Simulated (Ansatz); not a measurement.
# CH9GaSi2: ionisation energy by level of theory

Aim: the vertical ionisation energy of CH9GaSi2, as cation minus neutral at the neutral's geometry, on several levels, and how well −ε(HOMO) stands in for it.

Method: unrestricted cation, the program's frozen cores in correlated methods; program: Ansatz 0.2.0, Gaussian basis.

The runs, in order: UKS PBE-D4/def2-TZVPP; UKS r2SCAN-D4/def2-TZVPP; UKS PBE0-D4/def2-TZVPP; UKS B3LYP-D4/def2-TZVPP; UKS wB97X-V/def2-TZVPP; UKS wB97M-V/def2-TZVPP; UKS B2PLYP/def2-TZVPP; UHF-CCSD(T)/def2-TZVPP; UHF-MP2/def2-QZVPP; extrapolation to the limit; then −ε(HOMO) from the neutral's earlier runs with LDA (SPW92), PBE-D4, revPBE-D4, BLYP-D4, r2SCAN-D4, B97M-V, PBE0-D4, B3LYP-D4, r2SCANh-D4, r2SCAN0-D4, HSE06-D4, BHLYP-D4, CAM-B3LYP-D4, LC-ωPBE, ωB97X-V, ωB97M-V.

### Step 1. The relaxed structure

An earlier PBE0-D4 in a triple-zeta def2 set relaxation fixed the geometry.

SMILES `[CH3][Ga]([SiH3])[SiH3]`, 13 atoms, charge 0, spin multiplicity 1.

Atoms are counted from 1 here; the program's logs count them from 0.

Bond lengths: C1–Ga2 1.976 Å, C1–H5 1.091 Å, C1–H6 1.091 Å, C1–H7 1.096 Å, Ga2–Si3 2.423 Å, Ga2–Si4 2.423 Å, Si3–H8 1.489 Å, Si3–H9 1.492 Å, Si3–H10 1.493 Å, Si4–H11 1.492 Å, Si4–H12 1.489 Å, Si4–H13 1.493 Å. Angles: Ga2–C1–H5 112.1°, Ga2–C1–H6 112.0°, Ga2–C1–H7 108.1°, H5–C1–H6 109.4°, H5–C1–H7 107.5°, H6–C1–H7 107.5°, C1–Ga2–Si3 118.7°, C1–Ga2–Si4 118.7°, Si3–Ga2–Si4 122.6°, Ga2–Si3–H8 113.5°, Ga2–Si3–H9 111.0°, Ga2–Si3–H10 109.9°, H8–Si3–H9 107.7°, H8–Si3–H10 107.5°, H9–Si3–H10 106.9°, Ga2–Si4–H11 110.7°, Ga2–Si4–H12 113.6°, Ga2–Si4–H13 110.2° and more.

Coordinates:

```xyz
13

C    -0.03898    1.75610   -1.15718
Ga   -0.03508    0.11526   -0.05658
Si    0.91430    0.20881    2.17119
Si   -0.90232   -1.93266   -1.01949
H    -0.84422    1.75452   -1.89324
H    -0.10764    2.65798   -0.54702
H     0.90884    1.80029   -1.70476
H     0.78793   -1.06919    2.92461
H     0.26758    1.28026    2.98349
H     2.36744    0.54079    2.09116
H    -2.31846   -1.75172   -1.45366
H    -0.86003   -3.09377   -0.08842
H    -0.11886   -2.30166   -2.23511
```

### Step 2. Cation, UKS PBE-D4/def2-TZVPP

The input, in.yaml:

```yaml
crystal:
  periodic: [false, false, false]
  atoms:
    - {symbol: C, position_ang: [-0.038975, 1.756098, -1.157175]}
    - {symbol: Ga, position_ang: [-0.035084, 0.115257, -0.056580]}
    - {symbol: Si, position_ang: [0.914301, 0.208813, 2.171193]}
    - {symbol: Si, position_ang: [-0.902320, -1.932661, -1.019489]}
    - {symbol: H, position_ang: [-0.844220, 1.754523, -1.893242]}
    - {symbol: H, position_ang: [-0.107641, 2.657979, -0.547016]}
    - {symbol: H, position_ang: [0.908839, 1.800287, -1.704760]}
    - {symbol: H, position_ang: [0.787928, -1.069195, 2.924611]}
    - {symbol: H, position_ang: [0.267580, 1.280259, 2.983487]}
    - {symbol: H, position_ang: [2.367438, 0.540788, 2.091164]}
    - {symbol: H, position_ang: [-2.318457, -1.751718, -1.453664]}
    - {symbol: H, position_ang: [-0.860029, -3.093767, -0.088423]}
    - {symbol: H, position_ang: [-0.118861, -2.301665, -2.235106]}
basis:
  gaussian: {orbitals: def2-TZVPP}
total_charge: 1
magnetization: {spin_polarized: true, initial_magnetization: 1}
hamiltonian: {xc: pbe, dispersion: d4}
```

Started as:

```sh
> ansatz run in.yaml --threads 2 --pin off --events-out ev --progress --plain --max-ram 32768MiB --backend cpu
```

Further steps of the session: Cation, UKS r2SCAN-D4/def2-TZVPP; Cation, UKS PBE0-D4/def2-TZVPP; Cation, UKS B3LYP-D4/def2-TZVPP; Cation, UKS wB97X-V/def2-TZVPP; Cation, UKS wB97M-V/def2-TZVPP; Cation, UKS B2PLYP (frozen core)/def2-TZVPP; Cation, UHF-CCSD(T)/def2-TZVPP; Cation, UHF-MP2/def2-QZVPP.

**Question.** What will the summary of the whole plan be? Wanted: ionisation energy, CCSD(T)/CBS; nearest functional by difference; nearest −ε(HOMO); −ε(HOMO) of PBE; T1 of the cation.

**Answer**, as computed:

```
                        quantity               value
  ionisation energy, CCSD(T)/CBS             9.03 eV
nearest functional by difference  ωB97X-V (-0.09 eV)
                nearest −ε(HOMO)  ωB97M-V (-0.06 eV)
                 −ε(HOMO) of PBE             6.05 eV
                T1 of the cation               0.016
```

**Reading.** By cation minus neutral, the functionals miss by 0.40 eV at most. The PBE orbital energy is 3.0 eV too small: a semilocal HOMO is no ionisation energy. Among orbital estimates ωB97M-V comes nearest. Hartree-Fock falls 0.84 eV short, as the neutral has more correlation energy than the cation. Correlated methods include outer-core shells of Ga, which these sets cover unevenly. With outer-core shells in play the reference is unsure by up to some tenths of an eV, so close misses can't be ranked.
